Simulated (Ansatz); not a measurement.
# Si₂H₄O₂: taking an electron away

Aim: the vertical ionisation energy of Si₂H₄O₂, as cation minus neutral at the neutral's geometry, on several levels, and how well −ε(HOMO) stands in for it.

The runs use Ansatz 0.2.0, Gaussian basis; unrestricted cation, the program's frozen cores in correlated methods.

Plan: UKS PBE-D4/def2-TZVPP; UKS r2SCAN-D4/def2-TZVPP; UKS PBE0-D4/def2-TZVPP; UKS B3LYP-D4/def2-TZVPP; UKS wB97X-V/def2-TZVPP; UKS wB97M-V/def2-TZVPP; UKS B2PLYP/def2-TZVPP; UHF-CCSD(T)/def2-TZVPP; UHF-CCSD(T)/def2-QZVPP; extrapolation to the limit; then −ε(HOMO) from the neutral's earlier runs with LDA (SPW92), PBE-D4, revPBE-D4, BLYP-D4, r2SCAN-D4, B97M-V, PBE0-D4, B3LYP-D4, r2SCANh-D4, r2SCAN0-D4, HSE06-D4, BHLYP-D4, CAM-B3LYP-D4, LC-ωPBE, ωB97X-V, ωB97M-V.

**1. The geometry**

An earlier PBE0-D4 in a triple-zeta def2 set relaxation fixed the geometry.

SMILES `O[Si]O[SiH3]`, 8 atoms, charge 0, spin multiplicity 1.

Atoms are counted from 1 here; the program's logs count them from 0.

Bond lengths: O1–Si2 1.643 Å, O1–H5 0.963 Å, Si2–O3 1.656 Å, O3–Si4 1.646 Å, Si4–H6 1.484 Å, Si4–H7 1.486 Å, Si4–H8 1.484 Å. Angles: Si2–O1–H5 118.3°, O1–Si2–O3 101.2°, Si2–O3–Si4 142.0°, O3–Si4–H6 108.8°, O3–Si4–H7 110.6°, O3–Si4–H8 108.8°, H6–Si4–H7 109.5°, H6–Si4–H8 109.6°, H7–Si4–H8 109.5°.

**2. Cation, UKS PBE-D4/def2-TZVPP**

in.yaml reads:

```yaml
crystal:
  periodic: [false, false, false]
  atoms:
    - {symbol: O, position_ang: [-0.524208, 1.960982, -1.900366]}
    - {symbol: Si, position_ang: [0.432002, 1.696693, -0.590922]}
    - {symbol: O, position_ang: [-0.023650, 0.163109, -0.163381]}
    - {symbol: Si, position_ang: [0.271526, -1.016059, 0.946831]}
    - {symbol: H, position_ang: [-1.126089, 1.261007, -2.175227]}
    - {symbol: H, position_ang: [-0.985353, -1.311216, 1.677753]}
    - {symbol: H, position_ang: [1.314132, -0.576529, 1.910447]}
    - {symbol: H, position_ang: [0.733740, -2.235187, 0.238965]}
basis:
  gaussian: {orbitals: def2-TZVPP}
total_charge: 1
magnetization: {spin_polarized: true, initial_magnetization: 1}
hamiltonian: {xc: pbe, dispersion: d4}
```

On the command line:

```bash
> ansatz run in.yaml --threads 2 --pin off --events-out ev --progress --plain --max-ram 22528MiB --backend cpu
```

After this run come: Cation, UKS r2SCAN-D4/def2-TZVPP; Cation, UKS PBE0-D4/def2-TZVPP; Cation, UKS B3LYP-D4/def2-TZVPP; Cation, UKS wB97X-V/def2-TZVPP; Cation, UKS wB97M-V/def2-TZVPP; Cation, UKS B2PLYP (frozen core)/def2-TZVPP; Cation, UHF-CCSD(T)/def2-TZVPP; Cation, UHF-CCSD(T)/def2-QZVPP.

**Question.** What will the summary of the whole plan be? Wanted: ionisation energy, CCSD(T)/CBS; nearest functional by difference; nearest −ε(HOMO); −ε(HOMO) of PBE; T1 of the cation.

**Answer**, as computed:

| quantity | value |
| --- | --- |
| ionisation energy, CCSD(T)/CBS | 9.68 eV |
| nearest functional by difference | ωB97M-V (-0.07 eV) |
| nearest −ε(HOMO) | LC-ωPBE (+0.14 eV) |
| −ε(HOMO) of PBE | 6.08 eV |
| T1 of the cation | 0.022 |

**Reading.** By cation minus neutral, the functionals miss by 0.45 eV at most. The PBE orbital energy is 3.6 eV too small: a semilocal HOMO is no ionisation energy. Among orbital estimates LC-ωPBE comes nearest. Hartree-Fock falls 1.08 eV short, as the neutral has more correlation energy than the cation.
